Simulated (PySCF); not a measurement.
**[Si(OMe)6]2-: geometry, NMR shifts**

Wanted: the NMR shifts of [Si(OMe)6]2- (`CO[Si-2](OC)(OC)(OC)(OC)OC`), by calculation.

Computed with PySCF 2.14.0, with density-fitted response routines of our own, on a single molecule in the gas phase. Atoms are numbered from 0 throughout.

### Step 1. The molecule as given

31 atoms, charge -2, multiplicity 1; geometry from: GFN2-xTB. The atoms were then displaced at random by about 0.03 Å, so the start is not that level's minimum.

Bonds of the start (Å): Si0–O1 1.78, Si0–O6 1.81, Si0–O11 1.76, Si0–O16 1.85, Si0–O21 1.82, Si0–O26 1.77, O1–C2 1.35, C2–H3 1.24, C2–H4 1.09, C2–H5 1.10, O6–C7 1.36, C7–H8 1.11, C7–H9 1.05, C7–H10 1.17, O11–C12 1.39, C12–H13 1.05, C12–H14 1.18, C12–H15 1.11, O16–C17 1.42, C17–H18 1.15, C17–H19 1.14, C17–H20 1.04, O21–C22 1.44, C22–H23 1.06, C22–H24 1.04, C22–H25 1.16, O26–C27 1.36, C27–H28 1.09, C27–H29 1.09, C27–H30 1.07.

### Step 2. Geometry optimisation at PBE0-D3(BJ)/def2-SVP

The job: settings as JSON, then the geometry in Å.

```
{"job": {"xc": "PBE0", "basis": "def2-SVP", "d3": "d3bj", "grid": 1, "maxiter": 40, "shake": 0.03, "kind": "geom"}, "charge": -2, "multiplicity": 1}
Si     0.060690    -0.078160     0.014200
O      0.193840     0.156860     1.772880
C      1.045150     1.072200     2.276660
H      2.226770     0.857620     1.957280
H      1.041980     1.005410     3.365400
H      0.854990     2.110480     1.956090
O     -0.182490    -0.178160    -1.776500
C     -1.063220    -1.060000    -2.316610
H     -0.889880    -2.076260    -1.893300
H     -1.051150    -1.039660    -3.366100
H     -2.159080    -0.843950    -1.953120
O      1.801410     0.081140    -0.210640
C      2.252500     0.936750    -1.212240
H      1.884790     0.681910    -2.157360
H      3.412000     0.729370    -1.174540
H      2.097140     1.999420    -0.945690
O     -1.776950    -0.048570     0.224700
C     -2.366570    -0.889610     1.202360
H     -2.098060    -1.981390     0.984400
H     -3.501990    -0.748810     1.182060
H     -1.994830    -0.664090     2.152050
O     -0.088630     1.726610    -0.173740
C     -1.028940     2.409550    -1.031260
H     -0.896600     2.098350    -2.032710
H     -0.919960     3.428040    -0.849280
H     -2.093220     2.088480    -0.694240
O      0.099070    -1.841820     0.200980
C      1.078280    -2.353720     0.998180
H      2.077220    -2.086520     0.642700
H      0.931560    -3.424840     0.835150
H      0.892760    -2.077330     2.015720
```

Started as:

```console
$ OMP_NUM_THREADS=1 python probes_run.py task.json out
```

The driver reads the jobs from task.json and runs them one after another.

What it wrote:

```text
step   0  E = -978.82571635  max force = 0.085140
step   1  E = -978.87495962  max force = 0.025648
step   2  E = -978.87747616  max force = 0.013869
step   3  E = -978.88143203  max force = 0.012421
step   4  E = -978.88193560  max force = 0.006214
step   5  E = -978.87991324  max force = 0.013645
step   6  E = -978.88251172  max force = 0.006099
step   7  E = -978.88275875  max force = 0.003528
step   8  E = -978.88208075  max force = 0.005936
step   9  E = -978.88284191  max force = 0.002388
step  10  E = -978.88290742  max force = 0.003716
step  11  E = -978.88301102  max force = 0.000620
step  12  E = -978.88304872  max force = 0.000647
step  13  E = -978.88307193  max force = 0.000627
step  14  E = -978.88307380  max force = 0.000319
optimisation converged
```

It took 18 min on 1 thread of Arm Neoverse V2, shared host; peak memory 1.8 GiB.

Relaxation path: (the energy doesn't fall at every step)

```
step  energy from step 0 (eV)  largest force component (eV/Å)
   0                   0.0000                          4.3781
   1                  -1.3400                          1.3189
   2                  -1.4085                          0.7132
   3                  -1.5161                          0.6387
   4                  -1.5298                          0.3195
   5                  -1.4748                          0.7017
   6                  -1.5455                          0.3136
   7                  -1.5522                          0.1814
   8                  -1.5338                          0.3052
   9                  -1.5545                          0.1228
  10                  -1.5562                          0.1911
  11                  -1.5591                          0.0319
  12                  -1.5601                          0.0333
  13                  -1.5607                          0.0322
  14                  -1.5608                          0.0164
```

Close pairs (by a distance rule), those that changed most:

```
   bond  before (Å)  after (Å)  change (Å)
  C2–H3       1.243      1.116      -0.127
O21–C22       1.444      1.357      -0.087
C22–H24       1.040      1.122      +0.082
  C7–H9       1.050      1.123      +0.073
C17–H20       1.044      1.115      +0.071
C12–H13       1.046      1.115      +0.069
O16–C17       1.418      1.357      -0.061
C22–H23       1.057      1.116      +0.059
```

The end geometry stands in the next job.

```
                         at the end point                value
rotational constants (GHz, main isotopes)  0.723, 0.722, 0.678
```

### Step 3. NMR shieldings: PBE0/pcSseg-1

The job: settings as JSON, then the geometry in Å.

```
{"job": {"kind": "nmr", "xc": "PBE0", "basis": "pcSseg-1"}, "charge": -2, "multiplicity": 1}
Si    -0.003641    -0.005162    -0.001812
O      0.213866     0.152623     1.782508
C      0.974434     1.122122     2.351392
H      2.041661     1.094196     2.026909
H      0.977237     1.021102     3.469338
H      0.623080     2.156823     2.125132
O     -0.220350    -0.165355    -1.786544
C     -0.995862    -1.123575    -2.354575
H     -0.694947    -2.160958    -2.076734
H     -0.947358    -1.062843    -3.474434
H     -2.074929    -1.044018    -2.079042
O      1.787368     0.099922    -0.201744
C      2.378218     0.808259    -1.197643
H      2.024744     0.520131    -2.214866
H      3.490519     0.657432    -1.187594
H      2.207920     1.909879    -1.124272
O     -1.793564    -0.112600     0.195291
C     -2.386773    -0.796212     1.206736
H     -2.146871    -1.886487     1.204951
H     -3.504225    -0.714699     1.140272
H     -2.098681    -0.431388     2.220700
O     -0.098822     1.788025    -0.179262
C     -1.081463     2.411109    -0.877709
H     -1.104543     2.130276    -1.958055
H     -0.951253     3.525362    -0.840197
H     -2.106768     2.196077    -0.494252
O      0.093242    -1.798952     0.176650
C      1.078815    -2.420997     0.871627
H      2.102931    -2.195270     0.491382
H      0.956355    -3.535959     0.824647
H      1.098239    -2.149563     1.954680
```

Method: GIAO PBE0/pcSseg-1 NMR shielding, non-relativistic, gas phase.

What it wrote:

```text
coarse grid: 25816 points
cycle   1  E = -978.6751559711  dE =  1.773e+00  |g| = 1.667e+00  |ddm| = 4.744e+00
cycle   2  E = -977.0304528727  dE =  1.645e+00  |g| = 3.294e+00  |ddm| = 8.160e+00
cycle   3  E = -979.2349915207  dE = -2.205e+00  |g| = 2.283e-01  |ddm| = 6.776e+00
cycle   4  E = -979.2432219732  dE = -8.230e-03  |g| = 1.251e-01  |ddm| = 3.558e-01
cycle   5  E = -979.2465711904  dE = -3.349e-03  |g| = 1.507e-02  |ddm| = 1.254e-01
cycle   6  E = -979.2466185964  dE = -4.741e-05  |g| = 4.806e-03  |ddm| = 2.139e-02
cycle   7  E = -979.2466236555  dE = -5.059e-06  |g| = 9.714e-04  |ddm| = 5.239e-03
final grid: 243120 points
cycle   8  E = -979.3830822577  dE = -5.361e-05  |g| = 1.725e-02  |ddm| = 4.310e-02
cycle   9  E = -979.3830330252  dE =  4.923e-05  |g| = 2.414e-02  |ddm| = 2.519e-02
cycle  10  E = -979.3831332837  dE = -1.003e-04  |g| = 1.797e-03  |ddm| = 1.761e-02
cycle  11  E = -979.3831340661  dE = -7.825e-07  |g| = 1.390e-04  |ddm| = 2.623e-03
cycle  12  E = -979.3831340701  dE = -3.996e-09  |g| = 6.949e-05  |ddm| = 2.178e-04
cycle  13  E = -979.3831340711  dE = -9.800e-10  |g| = 1.792e-05  |ddm| = 7.662e-05
converged SCF energy = -979.3831340711

GIAO shielding tensors (ppm)
atom      isotropic    diamagn.    paramagn.     s11        s22        s33       span
  0 Si     536.496     871.722    -335.225    531.235    531.723    546.531     15.296
  1 O      305.978     404.799     -98.820    238.934    310.108    368.893    129.958
  2 C      128.726     238.314    -109.589    100.099    104.678    181.400     81.300
  3 H       27.347      30.508      -3.160     22.803     26.091     33.147     10.344
  4 H       28.493      28.981      -0.488     23.806     25.737     35.936     12.130
  5 H       27.389      30.245      -2.857     22.415     26.187     33.565     11.150
  6 O      307.246     404.719     -97.473    239.220    313.223    369.297    130.077
  7 C      128.726     238.228    -109.502    100.379    104.303    181.496     81.117
  8 H       27.321      30.239      -2.918     22.329     26.277     33.358     11.029
  9 H       28.489      28.950      -0.461     23.805     25.707     35.953     12.148
 10 H       27.402      30.446      -3.044     22.861     26.033     33.312     10.451
 11 O      306.736     404.704     -97.968    239.078    310.885    370.245    131.167
 12 C      128.664     238.297    -109.633    100.454    104.050    181.488     81.033
 13 H       27.241      30.303      -3.062     22.242     26.335     33.146     10.904
 14 H       28.481      28.980      -0.499     23.776     25.703     35.963     12.187
 15 H       27.449      30.438      -2.989     22.929     25.955     33.462     10.533
 16 O      306.067     404.864     -98.798    239.003    310.695    368.501    129.498
 17 C      128.750     238.279    -109.530    100.270    104.573    181.407     81.137
 18 H       27.388      30.466      -3.078     22.847     26.075     33.242     10.395
 19 H       28.500      28.969      -0.469     23.822     25.732     35.946     12.124
 20 H       27.354      30.254      -2.901     22.353     26.248     33.460     11.107
 21 O      304.962     405.021    -100.059    237.127    309.905    367.855    130.728
 22 C      128.786     238.264    -109.478    100.353    104.520    181.484     81.131
 23 H       27.379      30.468      -3.089     22.829     26.073     33.235     10.406
 24 H       28.496      28.977      -0.481     23.815     25.731     35.941     12.126
 25 H       27.358      30.253      -2.894     22.393     26.223     33.459     11.066
 26 O      306.780     404.740     -97.960    238.965    311.781    369.596    130.631
 27 C      128.678     238.267    -109.589    100.279    104.349    181.407     81.127
 28 H       27.336      30.254      -2.918     22.341     26.256     33.410     11.068
 29 H       28.486      28.953      -0.466     23.797     25.717     35.945     12.148
 30 H       27.397      30.464      -3.067     22.878     26.034     33.280     10.403
```

Run time: 2.2 min. Hardware: 1 thread of Arm Neoverse V2, shared host; peak memory 1.8 GiB.

The references, computed at this level on geometries of the same kind, shield at (ppm): ¹H TMS 31.27, ¹³C TMS 184.4, ²⁹Si TMS 352.0, ¹⁷O H2O 334.6. Their shielding less the atom's gives the shift. The references are single molecules in the gas phase, so shifts against H2O, NH3, PH3, H3PO4 or CFCl3 are not on the usual liquid scales and can be off by tens of ppm. Atoms listed in one row are averaged.

```
                         atoms                       environment  σ (ppm)  δ (ppm)
    C2, C7, C12, C17, C22, C27           carbon bonded to O, 3 H    128.7     55.7
H3, H4, H5, H8, H9 and 13 more  hydrogen on a carbon bonded to O    27.74     3.53
                           Si0             silicon bonded to 6 O    536.5   -184.5
    O1, O6, O11, O16, O21, O26            oxygen bonded to C, Si    306.3     28.3
```

Charges from the same density, by scheme (e):

```
                     atoms  Mulliken    IAO  Hirshfeld  ESP fit
                       Si0      1.76   1.56       0.43     1.29
O1, O6, O11, O16, O21, O26     -0.71  -0.65      -0.26    -0.48
C2, C7, C12, C17, C22, C27      0.05  -0.14      -0.08     0.09
```

Mayer bond orders: Si0–O1 0.56, Si0–O6 0.57, Si0–O11 0.57, Si0–O16 0.56, Si0–O21 0.56, Si0–O26 0.57, O1–C2 1.08, O6–C7 1.08, O11–C12 1.08, O16–C17 1.08, O21–C22 1.09, O26–C27 1.08.

The fields below are evaluated on a grid from the run's orbitals.

Frontier orbitals at PBE0/pcSseg-1, with the share of their density that lies nearest to each atom:

```
orbital  energy (eV)                                lies on
   HOMO         1.89  O6, O11, O16 about 19 % each; O1 16 %
   LUMO         8.56               6 H atoms about 7 % each
```

ELF in a plane through or near 6 of the atoms.

Ten even steps from ' ' (0.00) to '@' (1.00):
```
                                                        
                                                        
                              ::..                      
                          ==%%@@@@##..                  
                          **@@@@@@@@--                  
                          --%%@@@@%%::                  
                    ..      ..==++--..                  
                --####++      ==####**--                
                ==%%####==..--%%**##%%++                
          ..::::--####%%##....**####**--                
        ==%%@@@@**--====::....::..                      
      ..%%@@@@@@%%::    ::##%%##::                      
        **@@@@@@++    ..**##++##====##%%##--            
          ::==::      ::##%%%%##==##@@@@@@%%..          
                        ::====....**@@@@@@##            
                                  ..::++==..            
                                                        
                                                        
                                                        
                                                        
```
The map spans 11.3 Å across and 11.0 Å up, centred on the molecule. Atoms in the plane (x, y in Å): O1 (0.2, -1.5), H3 (2.1, -2.1), O16 (-1.4, 0.6), H18 (-2.9, -0.8), O21 (1.2, 0.9), H23 (0.8, 2.9).

log10 of the density (e/Å³) in the same plane.

Ten even steps from ' ' (-4.0) to '@' (1.1):
```
                                                        
                          ............                  
                      ....::--------::....              
              ........::--==++++++++==--::..            
            ..::::::::--==++**####**++==--::..          
          ..::----------==++**##%%##++==--::..          
        ..::::--==++++++==++**######**==--::::..        
      ..::::--==++**##****++**##%%%%##++==--::::..      
    ..::----==++**%%@@%%##**##%%@@@@##**==----::..      
    ::--====++**##%%@@%%########%%####++==----::..      
    ::--++**############**####******++==----::::..      
    ::--++**##%%##**++****%%%%##**++++++==--::..        
    ..--==++******++==++##@@@@%%######**++==--::        
    ..::----======--==++**%%%%######%%%%**++--::..      
        ....::::::----==++**********####++==--::..      
              ....::----==========++++++==--::..        
                ....::::::::::----------::::..          
                  ..............::::::....              
                                                        
                                                        
```
The map spans 11.3 Å across and 11.0 Å up, centred on the molecule. Atoms in the plane (x, y in Å): O1 (0.2, -1.5), H3 (2.1, -2.1), O16 (-1.4, 0.6), H18 (-2.9, -0.8), O21 (1.2, 0.9), H23 (0.8, 2.9).

On the surface of density 0.002 e/bohr³ the electrostatic potential runs, from the 1st to the 99th percentile, from -9.39 V near O11 to -5.77 V near H9.

### Step 4. Shielding tensors: KT2/pcSseg-1

The job, as its differences from that of step 3:

```diff
@@ -1,2 +1,2 @@
-{"job": {"kind": "nmr", "xc": "PBE0", "basis": "pcSseg-1"}, "charge": -2, "multiplicity": 1}
+{"job": {"kind": "nmr", "xc": "KT2", "basis": "pcSseg-1", "pop": false}, "charge": -2, "multiplicity": 1}
 Si    -0.003641    -0.005162    -0.001812
```

Method: GIAO KT2/pcSseg-1 NMR shielding, non-relativistic, gas phase.

What it wrote:

```text
coarse grid: 25816 points
cycle   1  E = -992.2887239779  dE =  1.862e+00  |g| = 1.962e+00  |ddm| = 4.778e+00
cycle   2  E = -975.0491846974  dE =  1.724e+01  |g| = 7.690e+00  |ddm| = 3.863e+01
cycle   3  E = -992.9408921715  dE = -1.789e+01  |g| = 8.361e-01  |ddm| = 3.840e+01
cycle   4  E = -993.0658877873  dE = -1.250e-01  |g| = 3.993e-01  |ddm| = 1.464e+00
cycle   5  E = -993.1011182321  dE = -3.523e-02  |g| = 6.254e-02  |ddm| = 4.711e-01
cycle   6  E = -993.1018249799  dE = -7.067e-04  |g| = 3.237e-02  |ddm| = 9.414e-02
cycle   7  E = -993.1020135798  dE = -1.886e-04  |g| = 1.089e-02  |ddm| = 3.909e-02
cycle   8  E = -993.1020309172  dE = -1.734e-05  |g| = 4.794e-03  |ddm| = 1.422e-02
cycle   9  E = -993.1020360562  dE = -5.139e-06  |g| = 3.327e-04  |ddm| = 5.479e-03
final grid: 243120 points
cycle  10  E = -993.3544572939  dE = -4.194e-04  |g| = 2.899e-02  |ddm| = 8.160e-02
cycle  11  E = -993.3541556199  dE =  3.017e-04  |g| = 4.638e-02  |ddm| = 8.428e-02
cycle  12  E = -993.3546147407  dE = -4.591e-04  |g| = 7.012e-03  |ddm| = 6.396e-02
cycle  13  E = -993.3546242698  dE = -9.529e-06  |g| = 1.348e-03  |ddm| = 8.881e-03
cycle  14  E = -993.3546246906  dE = -4.208e-07  |g| = 1.666e-04  |ddm| = 1.220e-03
cycle  15  E = -993.3546246944  dE = -3.798e-09  |g| = 8.214e-05  |ddm| = 2.627e-04
cycle  16  E = -993.3546246959  dE = -1.456e-09  |g| = 2.710e-05  |ddm| = 1.250e-04
cycle  17  E = -993.3546246960  dE = -1.323e-10  |g| = 5.138e-06  |ddm| = 3.114e-05
converged SCF energy = -993.3546246960

GIAO shielding tensors (ppm)
atom      isotropic    diamagn.    paramagn.     s11        s22        s33       span
  0 Si     533.649     876.410    -342.761    527.540    528.145    545.262     17.722
  1 O      290.736     405.199    -114.463    220.377    296.690    355.141    134.764
  2 C      126.396     240.034    -113.638     96.755    100.544    181.890     85.134
  3 H       26.948      30.641      -3.694     22.568     25.536     32.739     10.171
  4 H       28.216      28.906      -0.689     23.819     25.429     35.400     11.581
  5 H       27.004      30.345      -3.341     22.134     25.655     33.222     11.088
  6 O      292.223     405.114    -112.890    220.936    300.229    355.505    134.569
  7 C      126.355     239.952    -113.597     97.121    100.013    181.932     84.811
  8 H       26.948      30.356      -3.408     22.080     25.734     33.030     10.950
  9 H       28.209      28.876      -0.667     23.816     25.397     35.416     11.601
 10 H       26.996      30.562      -3.566     22.601     25.496     32.892     10.291
 11 O      291.642     405.095    -113.453    220.760    297.645    356.520    135.761
 12 C      126.279     240.018    -113.739     97.243     99.698    181.895     84.652
 13 H       26.871      30.434      -3.563     22.009     25.783     32.821     10.812
 14 H       28.197      28.907      -0.710     23.771     25.396     35.425     11.655
 15 H       27.037      30.540      -3.504     22.647     25.427     33.035     10.388
 16 O      290.879     405.277    -114.398    220.480    297.447    354.712    134.232
 17 C      126.411     239.999    -113.588     96.997    100.369    181.868     84.872
 18 H       26.989      30.590      -3.600     22.605     25.534     32.829     10.225
 19 H       28.223      28.894      -0.671     23.838     25.423     35.408     11.571
 20 H       26.974      30.363      -3.389     22.086     25.711     33.124     11.038
 21 O      289.656     405.449    -115.793    218.404    296.536    354.028    135.624
 22 C      126.459     239.986    -113.527     97.108    100.310    181.959     84.851
 23 H       26.976      30.592      -3.616     22.580     25.531     32.818     10.237
 24 H       28.219      28.903      -0.684     23.829     25.423     35.404     11.575
 25 H       26.976      30.358      -3.382     22.126     25.683     33.118     10.992
 26 O      291.654     405.134    -113.481    220.457    298.699    355.804    135.347
 27 C      126.316     239.995    -113.679     97.018    100.083    181.847     84.828
 28 H       26.961      30.368      -3.408     22.086     25.718     33.078     10.991
 29 H       28.208      28.878      -0.669     23.810     25.409     35.407     11.598
 30 H       26.996      30.586      -3.590     22.630     25.495     32.862     10.231
```

It took 2.3 min on 1 thread of Arm Neoverse V2, shared host; peak memory 1.5 GiB.

This run: δ C2 56.9, Si0 -172.6, O1 39.5, H3 3.79 ppm (means over like atoms).

### Step 5. Comparing the runs: NMR shifts

Shifts (ppm), means over like atoms, with basis size and wall time:

```
          run    C2    H3     Si0    O1  functions     time
PBE0/pcSseg-1  55.7  3.53  -184.5  28.3        318  2.2 min
 KT2/pcSseg-1  56.9  3.79  -172.6  39.5        318  2.3 min
```

### Step 6. Results

| quantity | value |
| --- | --- |
| rotational constants (main isotopes) | 0.72, 0.72, 0.68 GHz |
| ¹³C shifts against TMS (PBE0/pcSseg-1, means over atoms taken as alike) | 55.7 ppm |
| ¹H shifts against TMS (PBE0/pcSseg-1, means over atoms taken as alike) | 3.53 ppm |
| ²⁹Si shifts against TMS (PBE0/pcSseg-1) | -184.5 ppm |
| ¹⁷O shifts against H2O (PBE0/pcSseg-1, means over atoms taken as alike) | 28.3 ppm |
| range of the shift of Si0 | -184.5 to -172.6 ppm |

The start was shaken at random, so part of the energy gained undoes that. The optimisation took 14 steps and gained 1.561 eV; among the close pairs (by a distance rule), C2–H3 changed most, from 1.243 to 1.116 Å. At PBE0/pcSseg-1: The widest tensor belongs to O1, O6, O11, O16, O21, O26: span 130 ppm, with a paramagnetic part of -99 ppm. In ppm, Si0 moves most: its shift spreads over 11.9 ppm, from -184.5 (PBE0/pcSseg-1) to -172.6 (KT2/pcSseg-1). Most of that comes from the computed reference, not from the atom's own shielding. At PBE0/pcSseg-1 the HOMO lies above zero (+1.89 eV), as often for anions in the gas phase: self-interaction error lifts it, or the electron is held by the finite basis alone; counter-ions and solvent are missing.
